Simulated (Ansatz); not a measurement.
Predict the output of the script below (Ansatz 0.2.0 through its Python package).

Script `c2h3brge_energy.py`:
```python
'''Electronic structure of the C2H3BrGe molecule.'''

from pathlib import Path
import json

import ansatz as az
import numpy as np

BASIS = 'cc-pVDZ'
FUNCTIONAL = 'pbe0'

geometry_ang = [
    ('Br', (-1.6676, -2.1773, 0.2485)),
    ('C', (-0.4037, -0.7554, 0.1583)),
    ('C', (0.9211, -0.3333, 0.483)),
    ('Ge', (0.077, 0.9401, -0.3928)),
    ('H', (1.9006, -0.6009, 0.9441)),
    ('H', (-0.8478, 1.9335, 0.4476)),
    ('H', (0.0815, 0.9254, -1.9344)),
]
molecule = az.Crystal.molecule()
for symbol, xyz in geometry_ang:
    molecule = molecule.atom(symbol, xyz)

setup = molecule.calculation().basis(gaussian=BASIS).functional(FUNCTIONAL).forces().orbitals()
print(setup.to_yaml())
done = setup.run(threads=1, pin='off', runs_dir='c2h3brge_runs')
summary = done.report

print(f'E = {summary["free_energy_ev"]:.6f} eV = {summary["free_energy_ev"] / 27.211386246:.7f} Ha')
print('converged:', summary['converged'], ' doubts:', summary['published_state_doubts'] or 'none')

state = summary['mean_field']['state']
print(f'mean field: {state["energy"]["hartree"]:.7f} Ha, <S^2> = {abs(state["spin_squared"]):.4f}, stability: {state.get("stability", {}).get("kind")}')

symbols = [site.symbol for site in molecule.cartesian_sites]
forces = np.array(summary['forces_ev_ang'])
print('largest force', round(float(np.linalg.norm(forces, axis=1).max()), 4), 'eV/A, rms', round(float(np.sqrt((forces ** 2).mean())), 4))

charges = summary['charge_distribution']
print('dipole moment', round(4.803205 * float(np.linalg.norm(charges['dipole_moment_e_ang'])), 3), 'D')
print('Mulliken:', [(s, round(q, 3)) for s, q in zip(symbols, charges['mulliken_charges_e'])])

lines = Path(summary['orbitals_path']).read_text().splitlines()
field_of = lambda key: [line.split('=')[1].strip() for line in lines if line.startswith(key)]
orbitals = [(27.211386 * float(e), s, float(n)) for e, s, n in zip(field_of('Ene='), field_of('Spin='), field_of('Occup='))]
homo = max(e for e, _, n in orbitals if n > 0.5)
lumo = min(e for e, _, n in orbitals if n < 0.5)
print(f'HOMO {homo:.3f} eV, LUMO {lumo:.3f} eV, gap {lumo - homo:.3f} eV')
with open('c2h3brge.json', 'w') as handle:
    json.dump({k: summary[k] for k in ('free_energy_ev', 'reference_energy_ev', 'n_occupied', 'n_virtual')}, handle, indent=1)
```

```console
$ python c2h3brge_energy.py
crystal:
  periodic: [false, false, false]
  atoms:
    - { symbol: Br, position_ang: [-1.6676, -2.1773, 0.2485] }
    - { symbol: C, position_ang: [-0.4037, -0.7554, 0.1583] }
    - { symbol: C, position_ang: [0.9211, -0.3333, 0.483] }
    - { symbol: Ge, position_ang: [0.077, 0.9401, -0.3928] }
    - { symbol: H, position_ang: [1.9006, -0.6009, 0.9441] }
    - { symbol: H, position_ang: [-0.8478, 1.9335, 0.4476] }
    - { symbol: H, position_ang: [0.0815, 0.9254, -1.9344] }
basis:
  gaussian:
    orbitals: cc-pVDZ
hamiltonian:
  xc: pbe0
output:
  orbitals: {}
  forces: true

E = -128664.454094 eV = -4728.3314761 Ha
converged: True  doubts: none
mean field: -4728.3314761 Ha, <S^2> = 0.0000, stability: minimum
largest force 5.85 eV/A, rms 1.933
dipole moment 1.564 D
Mulliken: [('Br', -0.016), ('C', -0.132), ('C', -0.141), ('Ge', 0.318), ('H', 0.04), ('H', -0.036), ('H', -0.034)]
HOMO -7.230 eV, LUMO -1.054 eV, gap 6.176 eV
```

It writes `c2h3brge.json`:
```json
{
 "free_energy_ev": -128664.45409404385,
 "reference_energy_ev": -128664.45409404385,
 "n_occupied": [
  41,
  41
 ],
 "n_virtual": [
  56,
  56
 ]
}
```

What to keep in mind:
- Total energies depend on the basis set; only differences at equal settings carry meaning.
- The geometry is a force-field or estimated start, not a minimum of this method, and the basis set is short of its limit.
- Levels such as HOMO and LUMO are orbital energies: with these approximate functionals they aren't the ionisation energy and electron affinity, and their gap isn't the fundamental gap.
- Run time: 7.7 s on 1 thread of Arm Neoverse V1, on a shared host, peak memory 0.3 GiB.
